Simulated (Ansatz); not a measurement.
# Se (sc type): the cost of one run

Method: DFT LDA, with the methods named in each step, in Ansatz 0.2.0.

1 further run of the same task is left out (it didn't finish). Runs told in other sessions of the task aren't counted.

### Step 1. The starting structure

Symmetry: Pm-3m, No. 221, cubic system. Conventional cell: a = 2.831 Å, b = 2.831 Å, c = 2.831 Å, α = 90.00°, β = 90.00°, γ = 90.00°. Se (site symmetry m-3m) is surrounded by 6 Se at 2.83 Å.

As a file:

```
CELL_PARAMETERS angstrom
2.83062 0.00000 0.00000
0.00000 2.83062 0.00000
0.00000 0.00000 2.83062
ATOMIC_POSITIONS crystal
Se 0.00000 0.00000 0.00000
```

Whether this phase is the stable one at these pressures isn't tested.

### Step 2. Cell relaxed at zero pressure, PAW

The input, input.yaml:

```yaml
crystal:
  lattice:
    - [2.8306163882, 0.0, 0.0]
    - [0.0, 2.8306163882, 0.0]
    - [0.0, 0.0, 2.8306163882]
  atoms:
    - { symbol: Se, position: [0.0, 0.0, 0.0] }
kpoints:
  mp_grid: { grid: [13, 13, 13] }
scf:
  occupations: { method: fermi_dirac, width: 0.08 }
hamiltonian:
  xc: lda
  pseudopotentials: { kind: paw }
output:
  forces: true
  stress: true
relax:
  f_tol: 0.005
  max_steps: 40
  cell: {}
```

Run with:

```
$ ansatz run input.yaml --threads 1 --pin off --max-ram 2048MiB --backend cpu --events-out ev --progress --plain --runs-dir out
```

**Question.** How long does this run take on 1 thread of Arm Neoverse V1, shared host, and how much memory does it need?

About 6.3 s, with a peak of 0.28 GiB.
